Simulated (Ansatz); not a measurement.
**BGe+ (triplet): from Hartree-Fock to the top rungs at distance Ge1–B2 = 3.512 Å, cc-pVDZ**

How much of the correlation energy of BGe+ (triplet) does each wave-function method recover here?

Computed with Ansatz 0.2.0, Gaussian basis. Level: cc-pVDZ, core rule «outside noble gas», up to 15 orbitals frozen.

The runs, in order: UHF; CCSD(T) on ROHF; CCSD(T) on UHF; BCCD(T) on ROHF; CISD; CCSDT(Q) on ROHF; CCSDT(Q) on UHF; CASSCF and MRCISD+Q, 4 electrons in 4 orbitals; CASSCF and NEVPT2, 4 electrons in 4 orbitals; CASSCF and MRCISD+Q, 6 electrons in 8 orbitals; CASSCF and NEVPT2, 6 electrons in 8 orbitals; Full CI; Full CI in the symmetry of the determinant.

21 further runs of the same task are left out: 14 that didn't finish, 7 set aside as unsound or not needed.

## Step 1: The geometry

The geometry derives from a PBE0/def2-TZVP stationary point (not a proven minimum). One bond is set to the value named and the two fragments are kept rigid. No spin-orbit coupling is included. The filled d shell of Ge may be among the frozen orbitals whatever the setting's name suggests; the logs give the count.

2 atoms, charge 1, spin multiplicity 3.

Atoms are counted from 1 here; the program's logs count them from 0.

No contacts short enough for the rule that draws bonds.

## Step 2: UHF

Contents of in.yaml:

```yaml
crystal:
  periodic: [false, false, false]
  atoms:
    - {symbol: Ge, position_ang: [0.000000, 0.000000, 0.000000]}
    - {symbol: B, position_ang: [0.000000, 0.000000, 3.512000]}
basis:
  gaussian: {orbitals: cc-pVDZ}
total_charge: 1
magnetization: {spin_polarized: true, initial_magnetization: 2}
hamiltonian: {xc: hf}
output: {orbitals: {seedname: orbitals}}
```

Run with:

```console
ansatz run in.yaml --threads 1 --pin off --events-out ev --progress --plain --max-ram 2393MiB
```

After this run come: CCSD(T) on ROHF; CCSD(T) on UHF; BCCD(T) on ROHF; CISD; CCSDT(Q) on ROHF; CCSDT(Q) on UHF; CASSCF and MRCISD+Q, 4 electrons in 4 orbitals; CASSCF and NEVPT2, 4 electrons in 4 orbitals; CASSCF and MRCISD+Q, 6 electrons in 8 orbitals; CASSCF and NEVPT2, 6 electrons in 8 orbitals; Full CI; Full CI in the symmetry of the determinant.

Q: Predict the results of all the runs planned. Wanted: FCI below the RHF energy; RMP2 from FCI; UMP2 from FCI; RCCSD from FCI; RCCSD(T) from FCI; UCCSD(T) from FCI; RCCSDT(Q) from FCI; UCCSDT(Q) from FCI; NEVPT2 pair from FCI.

The runs gave:

```
                         quantity                                                                                value
         FCI below the RHF energy                                                                           -3.3388 eV
                    RMP2 from FCI                                                                        +112.2 kJ/mol
                    UMP2 from FCI                                                                        +112.4 kJ/mol
                   RCCSD from FCI                                                                         +10.5 kJ/mol
                RCCSD(T) from FCI                                                                          +3.9 kJ/mol
                UCCSD(T) from FCI                                                                          +3.5 kJ/mol
               RCCSDT(Q) from FCI                                                                           0.0 kJ/mol
               UCCSDT(Q) from FCI                                                                          -0.4 kJ/mol
             NEVPT2 pair from FCI                                                                        +101.5 kJ/mol
          NEVPT2 valence from FCI                                                                         +38.5 kJ/mol
        MRCISD+Q valence from FCI                                                                          -1.7 kJ/mol
levels within 1 kcal/mol (43 meV)  RCCSD(T), UCCSD(T), BCCD(T), RCCSDT, UCCSDT, RCCSDT(Q), UCCSDT(Q), MRCISD+Q valence
                    T1 diagnostic                                                                                0.042
   effectively unpaired electrons                                                                                 2.13
```

RCCSD(T) lands +3.9 kJ/mol from the yardstick (1.2 % of the correlation energy). UCCSDT(Q), MRCISD+Q valence fall below full CI: unrestricted runs freeze a spin-polarised core, another one than full CI's, and coupled cluster isn't variational. The occupations are near whole numbers, but T1 = 0.042 shows that the orbitals relax strongly. Of the multireference levels listed MRCISD+Q valence comes nearest in total energy (-1.7 kJ/mol), which doesn't show that its space is the better one. These misses are within one basis, not against nature; the frozen cores of restricted and unrestricted runs differ, which can shift their rows.
